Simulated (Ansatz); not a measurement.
# Ge6N: the cost of one run

Computed with Ansatz 0.2.0 (DFT PBE, scalar-relativistic, plane waves, PAW, unless a step's input says otherwise).

1 further run of the same task is left out (it didn't finish).

**1. Starting point**

Symmetry: F-43m, No. 216, cubic system. Conventional cell: a = 8.424 Å, b = 8.424 Å, c = 8.424 Å, α = 90.00°, β = 90.00°, γ = 90.00°. Around Ge (site symmetry 3m) lie 1 Ge at 1.97 Å. Ge (site symmetry -43m) is surrounded by 16 Ge at 3.52 to 3.65 Å and 4 N at 3.65 Å. Around Ge (site symmetry -43m) lie 4 Ge at 1.97 Å. N (site symmetry -43m) has 16 Ge at 3.47 to 3.65 Å as nearest neighbours.

Structure file:

```xyz
7
Lattice="0.0000 4.2118 4.2118 4.2118 0.0000 4.2118 4.2118 4.2118 0.0000" Properties=species:S:1:pos:R:3 pbc="T T T"
Ge    5.1832    5.1832    5.1832
Ge    3.2404    3.2404    5.1832
Ge    3.2404    5.1832    3.2404
Ge    5.1832    3.2404    3.2404
Ge    0.0000    0.0000    0.0000
Ge    6.3177    6.3177    6.3177
N     2.1059    2.1059    2.1059
```

Recipe of the guess: random cell by space group and Wyckoff sites (F-43m, No. 216). Lengths come from tabulated atomic sizes and are only a guess.

**2. A first look at the guess**

The input, input.yaml:

```yaml
crystal:
  lattice:
    - [0.0, 4.21181028, 4.21181028]
    - [4.21181028, 0.0, 4.21181028]
    - [4.21181028, 4.21181028, 0.0]
  atoms:
    - { symbol: Ge, position: [0.61531718, 0.61531718, 0.61531718] }
    - { symbol: Ge, position: [0.61531718, 0.61531718, 0.15404846] }
    - { symbol: Ge, position: [0.61531718, 0.15404846, 0.61531718] }
    - { symbol: Ge, position: [0.15404846, 0.61531718, 0.61531718] }
    - { symbol: Ge, position: [0.0, 0.0, 0.0] }
    - { symbol: Ge, position: [0.75, 0.75, 0.75] }
    - { symbol: "N", position: [0.25, 0.25, 0.25] }
basis:
  ecutwfc: 420
kpoints:
  mp_grid: { grid: [4, 4, 4] }
hamiltonian:
  xc: pbe
scf:
  occupations: { method: gaussian, width: 0.1 }
  lower_state_search: "off"
output:
  forces: true
  stress: true
  eigenvalues: true
```

Run with:

```
$ ansatz run input.yaml --threads 1 --pin off --max-ram 2048MiB --backend cpu --events-out ev --progress --plain --runs-dir out
```

**Question.** How long does this run take on 1 thread of Intel Xeon Platinum 8259CL at 2.50GHz (Skylake/Cascade Lake), shared host, and how much memory does it need?

About 8.6 s, with a peak of 0.42 GiB.
